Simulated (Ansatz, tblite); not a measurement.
# BMe2(iPr) (C₅H₁₃B): charged states by level of theory

One table from this session's results is given with a row withheld; the runs are named, their logs left out.

The runs use Ansatz 0.2.0, Gaussian basis; as each input shows.

Plan: charge +1 doublet, at the geometry of the singlet (PBE0-D4/def2-TZVP, PBE-D4/def2-TZVP, ωB97X-V/def2-TZVP, CCSD(T)/def2-SVP); charge -1 doublet, at the geometry of the singlet (PBE0-D4/def2-TZVPD, PBE-D4/def2-TZVPD); the starting singlet's energies come from earlier runs.

3 further runs of the same task are left out: 1 that didn't finish, 2 set aside as unsound or not needed.

### The structure

The geometry is that of the singlet, from an earlier relaxation (PBE-D4/def2-SVP).

19 atoms, charge 0, spin multiplicity 1.

Atoms are counted from 1 here; the program's logs count them from 0.

Bond lengths: B1–C2 1.577 Å, B1–C6 1.577 Å, B1–C10 1.594 Å, C2–H3 1.112 Å, C2–H4 1.116 Å, C2–H5 1.108 Å, C6–H7 1.117 Å, C6–H8 1.110 Å, C6–H9 1.108 Å, C10–C11 1.539 Å, C10–C12 1.544 Å, C10–H13 1.114 Å, C11–H14 1.110 Å, C11–H15 1.111 Å, C11–H16 1.112 Å, C12–H17 1.112 Å, C12–H18 1.110 Å, C12–H19 1.111 Å. Angles: C2–B1–C6 120.3°, C2–B1–C10 119.3°, C6–B1–C10 120.4°, B1–C2–H3 112.0°, B1–C2–H4 106.8°, B1–C2–H5 116.1°, H3–C2–H4 104.5°, H3–C2–H5 109.4°, H4–C2–H5 107.3°, B1–C6–H7 105.5°, B1–C6–H8 113.1°, B1–C6–H9 116.3°, H7–C6–H8 104.9°, H7–C6–H9 106.6°, H8–C6–H9 109.5°, B1–C10–C11 112.8°, B1–C10–C12 108.0°, B1–C10–H13 109.4° and more.

Coordinates:

```xyz
19
C5H13B
B     0.6026    0.5093   -0.0666
C     2.1795    0.5052   -0.0475
H     2.6031   -0.1890   -0.8053
H     2.4886    0.0698    0.9329
H     2.6712    1.4940   -0.1390
C    -0.1906    1.8717   -0.0332
H    -0.1606    2.2613   -1.0797
H     0.3097    2.6527    0.5765
H    -1.2600    1.8095    0.2504
C    -0.1801   -0.8794   -0.0920
C    -1.2720   -0.9285   -1.1749
C    -0.7843   -1.1120    1.3100
H     0.5395   -1.7069   -0.2870
H    -0.8546   -0.7976   -2.1952
H    -2.0310   -0.1316   -1.0245
H    -1.8122   -1.8999   -1.1616
H    -1.3189   -2.0854    1.3585
H    -0.0107   -1.1220    2.1066
H    -1.5193   -0.3213    1.5718
```

The first run:

in.yaml

```yaml
crystal:
  periodic: [false, false, false]
  atoms:
    - {symbol: B, position_ang: [0.602569, 0.509337, -0.066606]}
    - {symbol: C, position_ang: [2.179479, 0.505173, -0.047534]}
    - {symbol: H, position_ang: [2.603086, -0.188956, -0.805299]}
    - {symbol: H, position_ang: [2.488632, 0.069818, 0.932868]}
    - {symbol: H, position_ang: [2.671174, 1.494038, -0.138982]}
    - {symbol: C, position_ang: [-0.190591, 1.871682, -0.033210]}
    - {symbol: H, position_ang: [-0.160574, 2.261308, -1.079745]}
    - {symbol: H, position_ang: [0.309742, 2.652702, 0.576529]}
    - {symbol: H, position_ang: [-1.260019, 1.809503, 0.250406]}
    - {symbol: C, position_ang: [-0.180072, -0.879432, -0.092032]}
    - {symbol: C, position_ang: [-1.272004, -0.928472, -1.174933]}
    - {symbol: C, position_ang: [-0.784263, -1.111969, 1.310001]}
    - {symbol: H, position_ang: [0.539544, -1.706873, -0.286969]}
    - {symbol: H, position_ang: [-0.854648, -0.797557, -2.195246]}
    - {symbol: H, position_ang: [-2.030969, -0.131645, -1.024509]}
    - {symbol: H, position_ang: [-1.812160, -1.899935, -1.161642]}
    - {symbol: H, position_ang: [-1.318877, -2.085444, 1.358542]}
    - {symbol: H, position_ang: [-0.010747, -1.121995, 2.106595]}
    - {symbol: H, position_ang: [-1.519293, -0.321293, 1.571775]}
basis:
  gaussian: {orbitals: def2-TZVP}
total_charge: 1
magnetization: {spin_polarized: true, initial_magnetization: 1}
hamiltonian: {xc: pbe0, dispersion: d4}
scf: {omitted_lower_state_checks: [starts]}
output: {orbitals: {seedname: orbitals}}
```

The run is started by

```console
ansatz run in.yaml --threads 4 --pin off --events-out ev --progress --plain --max-ram 4787MiB
```

Among the steps run: Charge +1 doublet at the fixed geometry, PBE0-D4/def2-TZVP; Charge +1 doublet at the fixed geometry, PBE-D4/def2-TZVP; Charge +1 doublet at the fixed geometry, ωB97X-V/def2-TZVP; Charge +1 doublet at the fixed geometry, CCSD(T)/def2-SVP.

One table of the session follows, with a row left open; its other results are not shown here.

It belongs to the step «Vertical ionisation energy». 

| method | vertical ionisation energy (eV) |
| --- | --- |
| HF/def2-SVP | 9.45 |
| PBE-D4/def2-TZVP | ? |
| PBE0-D4/def2-TZVP | 9.70 |
| ωB97X-V/def2-TZVP | 9.93 |
| MP2/def2-SVP | 10.03 |
| CCSD/def2-SVP | 9.98 |
| CCSD(T)/def2-SVP | 9.94 |

Q: Estimate the row for PBE-D4/def2-TZVP from the others.

The run gave: vertical ionisation energy (eV): 9.38. In the column «vertical ionisation energy (eV)» it is the lowest.
